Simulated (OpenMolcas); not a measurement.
# CH5BO2 (SMILES COBO): a chain of runs

We compute a single-point energy (HF/ANO-RCC-MB), then the energy (CASSCF(2,2)/ANO-RCC-VDZP), then the energy along one coordinate (CASPT2(2,2)/ANO-RCC-VDZP), then an energy scan (SC-NEVPT2(2,2)/ANO-RCC-VDZP), then an energy scan (MC-PDFT[tPBE](2,2)/ANO-RCC-VDZP) of CH5BO2. 

The results are computed with OpenMolcas 26.06.

## Step 1: The system as given

CH5BO2: 9 atoms, total charge 0, spin state singlet. As SMILES, `COBO`. Geometry: relaxed at PBE0-D4/def2-TZVP. This is one conformer, not always the lowest.

Bond lengths: C1–O2 1.410 Å, O2–B3 1.356 Å, B3–O4 1.356 Å, C1–H5 1.094 Å, C1–H6 1.092 Å, C1–H7 1.092 Å, B3–H8 1.199 Å, O4–H9 0.962 Å. Some angles: C1–O2–B3 121.7°, O2–B3–O4 119.6°, O2–C1–H5 111.5°, O2–C1–H6 109.2°, O2–C1–H7 109.3°, O2–B3–H8 121.8°, O4–B3–H8 118.6°, B3–O4–H9 112.1°, H5–C1–H6 109.1°, H5–C1–H7 109.0°.

## Step 2: The energy at HF/ANO-RCC-MB (DKH2) (run 1)

geom.xyz reads:

```xyz
9

C      0.281800     0.801900    -1.057400
O     -0.113500     0.454800     0.251000
B     -0.134900    -0.834100     0.671600
O     -0.524600    -1.118500     1.938500
H      0.568100    -0.079800    -1.637600
H      1.131400     1.486400    -1.006200
H     -0.544800     1.307500    -1.561700
H      0.183900    -1.738400    -0.047600
H     -0.758900    -0.326300     2.432200
```

step1.inp reads:

```
&GATEWAY
COORD = geom.xyz
BASIS = ANO-RCC-MB
GROUP = NoSym
&SEWARD
&SCF
PRORBITALS = 0
&LOCALISATION
OCCUPIED
FREEZE
PIPEK-MEZEY
&LOCALISATION
FILEORB = $Project.LocOrb
VIRTUAL
PIPEK-MEZEY
```

The run is started by

```console
$ export MOLCAS_MEM=1860
$ pymolcas step1.inp > step1.log
```

The log of the run:

```text
--- Start Module: gateway ---
[...]
--- Stop Module: gateway /rc=_RC_ALL_IS_WELL_ ---
[...]
      Basis functions           25
[...]
       Convergence after  10 Iterations
[...]
::    Total SCF energy                               -215.1657335807
[...]
      Total spin, S                                     0.0000000000
[...]
      Total electronic charge=   32.000000
      Total            charge=   -0.000000
[...]
      Dipole Moment (debye):
      Origin of the operator (angstrom)=   -0.1287   -0.1586    0.4645
                   X=  3.0647E-01               Y=  1.5682E+00               Z= -1.3838E+00           Total=  2.1138E+00
      Quadrupole Moment (debye*angstrom):
[...]
--- Start Module: localisation ---
[...]
--- Stop Module: localisation /rc=_RC_ALL_IS_WELL_ ---
--- Start Module: localisation ---
[...]
--- Stop Module: localisation /rc=_RC_ALL_IS_WELL_ ---
[...]
```

Run time: 4.5 s. Hardware: 1 thread of Intel Xeon Platinum 8259CL at 2.50GHz (Skylake/Cascade Lake), shared host; peak memory 0.41 GiB.

## Step 3: The energy at CASSCF(2,2)/ANO-RCC-VDZP (DKH2, RICD fitting) (run 2)

geom.xyz is that of step 2.

step2.inp reads:

```
&GATEWAY
 Coord
 geom.xyz
 Basis
 ANO-RCC-MB
 Group
 NoSym

&SEWARD

&RASSCF
 FileOrb
 $CurrDir/step1.LocOrb
 Alter
 2
 1 10 16
 1 17 18
 Spin
 1
 Nactel
 2 0 0
 Inactive
 15
 Ras2
 2
 OrbListing
 Nothing
>>> COPY $Project.RunFile RUNFIL1
>>> COPY $Project.RasOrb INPORB

&GATEWAY
 Coord
 geom.xyz
 Basis
 ANO-RCC-VDZP
 Group
 NoSym
 RICD

&SEWARD
>>> COPY $Project.RunFile RUNFIL2

&EXPBAS

&RASSCF
 FileOrb
 $Project.ExpOrb
 Spin
 1
 Nactel
 2 0 0
 Inactive
 15
 Ras2
 2
 OrbListing
 Nothing
```

The run is started by

```console
$ export MOLCAS_MEM=1860
$ pymolcas step2.inp > step2.log
```

The log of the run:

```text
--- Start Module: gateway ---
[...]
      Basis functions           25
[...]
      Number of active orbitals                  2
[...]
      Spin quantum number                      0.0
[...]
      Active orbitals                            2
[...]
      Number of CSFs                             3
[...]
      Number of root(s) required                 1
[...]
      Convergence after 10 iterations
[...]
      printout of CI-coefficients larger than  0.05 for root  1
      energy=    -215.184006
      conf/sym  11     Coeff  Weight
             1  20   0.99467 0.98937
             3  02  -0.10312 0.01063
      Natural orbitals and occupation numbers for root  1
      sym 1:   1.978734   0.021266
      ************************************************************************************************************************
      *                                                    Final results                                                     *
[...]
::    RASSCF root number  1 Total energy:   -215.18400551
[...]
      Basis functions           81
[...]
      Convergence after 16 iterations
[...]
      Natural orbitals and occupation numbers for root  1
      sym 1:   1.980315   0.019685
      ************************************************************************************************************************
      *                                                    Final results                                                     *
[...]
::    RASSCF root number  1 Total energy:   -215.51024962
[...]
      Total electronic charge=   32.000000
      Total            charge=   -0.000000
[...]
      Dipole Moment (debye):
      Origin of the operator (angstrom)=   -0.1287   -0.1586    0.4645
                   X=  2.7339E-01               Y=  1.3527E+00               Z= -1.2216E+00           Total=  1.8430E+00
      Quadrupole Moment (debye*angstrom):
[...]
```

Run time: 14 s. Hardware: 1 thread of Intel Xeon Platinum 8259CL at 2.50GHz (Skylake/Cascade Lake), shared host; peak memory 0.41 GiB.

## Step 4: An energy scan at CASPT2(2,2)/ANO-RCC-VDZP (DKH2, RICD fitting, ipea shift 0.25 Eh, pt2 variant SS) (run 3)

step3.input reads:

```
* CH5BO2 CASPT2
>>> COPY $CurrDir/step2.RasOrb $Project.RasOrb
>>> ForEach K in (1, 2, 3, 4, 5, 6, 7, 8, 9)

&GATEWAY
  Coord=$CurrDir/point$K.xyz
  Basis=ANO-RCC-VDZP
  Group=NoSym
  RICD

&SEWARD

&RASSCF
  FileOrb=$Project.RasOrb
  Spin=1
  Nactel=2 0 0
  Inactive=15
  Ras2=2
  OrbListing=Nothing

&CASPT2
  Imaginary=0.2
  Frozen=4
>>> EndDo
```

The run is started by

```console
$ export MOLCAS_MEM=1860
$ pymolcas step3.input > step3.log
```

The log of the run:

```text
[...]
      Basis functions           81
[...]
      Number of active orbitals                  2
[...]
      Spin quantum number                      0.0
[...]
      Active orbitals                            2
[...]
      Number of CSFs                             3
[...]
      Number of root(s) required                 1
[...]
      Convergence after 14 iterations
[...]
      printout of CI-coefficients larger than  0.05 for root  1
      energy=    -215.488633
      conf/sym  11     Coeff  Weight
             1  20   0.99711 0.99423
             3  02  -0.07599 0.00577
      Natural orbitals and occupation numbers for root  1
      sym 1:   1.988452   0.011548
      ************************************************************************************************************************
      *                                                    Final results                                                     *
[...]
::    RASSCF root number  1 Total energy:   -215.48863328
[...]
::    CASPT2 Root  1     Total energy:   -216.08218586
[...]
      Convergence after 13 iterations
[...]
      Natural orbitals and occupation numbers for root  1
      sym 1:   1.980329   0.019671
      ************************************************************************************************************************
      *                                                    Final results                                                     *
[...]
      Convergence after 14 iterations
[...]
      Convergence after 12 iterations
[...]
      Convergence after 12 iterations
[...]
::    RASSCF root number  1 Total energy:   -215.37871681
[...]
::    CASPT2 Root  1     Total energy:   -215.94229907
[...]
      Convergence after  9 iterations
[...]
::    RASSCF root number  1 Total energy:   -215.37823106
[...]
      Reference weight:           0.85199
[...]
::    CASPT2 Root  1     Total energy:   -215.94006038
[...]
```

Wall time 85 s (1 thread of Intel Xeon Platinum 8259CL at 2.50GHz (Skylake/Cascade Lake), shared host); peak memory 0.085 GiB.

The scan, from its lowest point:

```tsv
O2–C1 (Å)	energy (kJ/mol)
1.269	54.5
1.410	0.0
1.551	21.2
1.763	105.8
2.045	229.6
2.397	342.1
2.820	401.6
3.384	421.8
4.231	427.7
```

## Step 5: An energy scan at SC-NEVPT2(2,2)/ANO-RCC-VDZP (DKH2, RICD fitting, pt2 variant SC-NEVPT2) (run 4)

step4.inp reads:

```
* CH5BO2 NEVPT2
>>> COPY $CurrDir/step2.RasOrb $Project.RasOrb
>>> ForEach K in (1, 2, 3, 4, 5, 6, 7, 8, 9)

&GATEWAY
  Coord = $CurrDir/point$K.xyz
  Basis = ANO-RCC-VDZP
  Group = NoSym
  RICD

&SEWARD

&RASSCF
  FileOrb = $Project.RasOrb
  Spin = 1
  Nactel = 2 0 0
  Inactive = 15
  Ras2 = 2
  OrbListing = Nothing

&CASPT2
  SC-NEVPT2
  Frozen = 4
>>> EndDo
```

The run is started by

```console
$ export MOLCAS_MEM=1860
$ pymolcas step4.inp > step4.log
```

The log of the run:

```text
--- Start Module: gateway ---
[...]
      Basis functions           81
[...]
      Number of active orbitals                  2
[...]
      Spin quantum number                      0.0
[...]
      Active orbitals                            2
[...]
      Number of CSFs                             3
[...]
      Number of root(s) required                 1
[...]
      Convergence after 14 iterations
[...]
      printout of CI-coefficients larger than  0.05 for root  1
      energy=    -215.488633
      conf/sym  11     Coeff  Weight
             1  20   0.99711 0.99423
             3  02  -0.07599 0.00577
      Natural orbitals and occupation numbers for root  1
      sym 1:   1.988452   0.011548
      ************************************************************************************************************************
      *                                                    Final results                                                     *
[...]
::    RASSCF root number  1 Total energy:   -215.48863328
[...]
::    SC-NEVPT2 Root  1     Total energy:   -216.07830874
[...]
      Convergence after 13 iterations
[...]
      Natural orbitals and occupation numbers for root  1
      sym 1:   1.980329   0.019671
      ************************************************************************************************************************
      *                                                    Final results                                                     *
[...]
      Convergence after 14 iterations
[...]
      Convergence after 12 iterations
[...]
      Convergence after 12 iterations
[...]
::    RASSCF root number  1 Total energy:   -215.37871681
[...]
::    SC-NEVPT2 Root  1     Total energy:   -215.93619184
[...]
      Convergence after  9 iterations
[...]
::    RASSCF root number  1 Total energy:   -215.37823106
[...]
::    SC-NEVPT2 Root  1     Total energy:   -215.93427339
[...]
```

It took 77 s on 1 thread of Intel Xeon Platinum 8259CL at 2.50GHz (Skylake/Cascade Lake), shared host; peak memory 0.085 GiB.

The scan, from its lowest point:

```tsv
O2–C1 (Å)	energy (kJ/mol)
1.269	59.5
1.410	0.0
1.551	16.9
1.763	98.5
2.045	226.9
2.397	350.5
2.820	413.3
3.384	432.7
4.231	437.7
```

## Step 6: An energy scan at MC-PDFT[tPBE](2,2)/ANO-RCC-VDZP (DKH2, RICD fitting) (run 5)

step5.inp reads:

```
>>> EXPORT MOLCAS_PRINT=2
>>> COPY $CurrDir/step2.RasOrb $Project.RasOrb
>>> ForEach K in (1, 2, 3, 4, 5, 6, 7, 8, 9)

&GATEWAY
 Coord=$CurrDir/point$K.xyz
 Basis=ANO-RCC-VDZP
 Group=NoSym
 RICD

&SEWARD

&RASSCF
 FileOrb=$Project.RasOrb
 Spin=1
 Nactel=2 0 0
 Inactive=15
 Ras2=2
 OrbListing=Nothing

&MCPDFT
 KSDFT=T:PBE
>>> EndDo
```

The run is started by

```console
$ export MOLCAS_MEM=1860
$ pymolcas step5.inp > step5.log
```

The log of the run:

```text
--- Start Module: gateway ---
[...]
      Basis functions           81
[...]
      Number of active orbitals                  2
[...]
      Spin quantum number                      0.0
[...]
      Active orbitals                            2
[...]
      Number of CSFs                             3
[...]
      Number of root(s) required                 1
[...]
      Convergence after 14 iterations
[...]
      printout of CI-coefficients larger than  0.05 for root  1
      energy=    -215.488633
      conf/sym  11     Coeff  Weight
             1  20   0.99711 0.99423
             3  02  -0.07599 0.00577
      Natural orbitals and occupation numbers for root  1
      sym 1:   1.988452   0.011548
      ************************************************************************************************************************
      *                                                    Final results                                                     *
[...]
::    RASSCF root number  1 Total energy:   -215.48863328
[...]
::    MCPDFT root number  1 Total energy:   -216.39667013
[...]
      Convergence after 13 iterations
[...]
      Natural orbitals and occupation numbers for root  1
      sym 1:   1.980329   0.019671
      ************************************************************************************************************************
      *                                                    Final results                                                     *
[...]
      Convergence after 14 iterations
[...]
      Convergence after 12 iterations
[...]
      Convergence after 12 iterations
[...]
::    RASSCF root number  1 Total energy:   -215.37871681
[...]
::    MCPDFT root number  1 Total energy:   -216.24340898
[...]
      Convergence after  9 iterations
[...]
::    RASSCF root number  1 Total energy:   -215.37823106
[...]
::    MCPDFT root number  1 Total energy:   -216.24214007
[...]
```

It took 92 s on 1 thread of Intel Xeon Platinum 8259CL at 2.50GHz (Skylake/Cascade Lake), shared host; peak memory 0.085 GiB.

The scan, from its lowest point:

```tsv
O2–C1 (Å)	energy (kJ/mol)
1.269	51.2
1.410	0.0
1.551	22.6
1.763	107.7
2.045	234.0
2.397	360.9
2.820	432.6
3.384	453.6
4.231	456.9
```

## Step 7: Summary of results

```
                                                         quantity          value
                               run 1, HF/ANO-RCC-MB: total energy  -215.16573 Eh
                              run 1, HF/ANO-RCC-MB: dipole moment         2.11 D
                                run 1, HF/ANO-RCC-MB: HOMO energy      -13.44 eV
                                run 1, HF/ANO-RCC-MB: LUMO energy        4.81 eV
                              run 1, HF/ANO-RCC-MB: HOMO–LUMO gap       18.25 eV
                    run 2, CASSCF(2,2)/ANO-RCC-VDZP: total energy  -215.51025 Eh
  run 2, CASSCF(2,2)/ANO-RCC-VDZP: dipole moment (CASSCF density)         1.84 D
       run 3, CASPT2(2,2)/ANO-RCC-VDZP: lowest energy of the scan  -216.10295 Eh
    run 4, SC-NEVPT2(2,2)/ANO-RCC-VDZP: lowest energy of the scan  -216.10098 Eh
run 5, MC-PDFT[tPBE](2,2)/ANO-RCC-VDZP: lowest energy of the scan  -216.41617 Eh
```

Mulliken charges (run 2, CASSCF(2,2)/ANO-RCC-VDZP) run from -0.43 on O2 to +0.57 on B3.
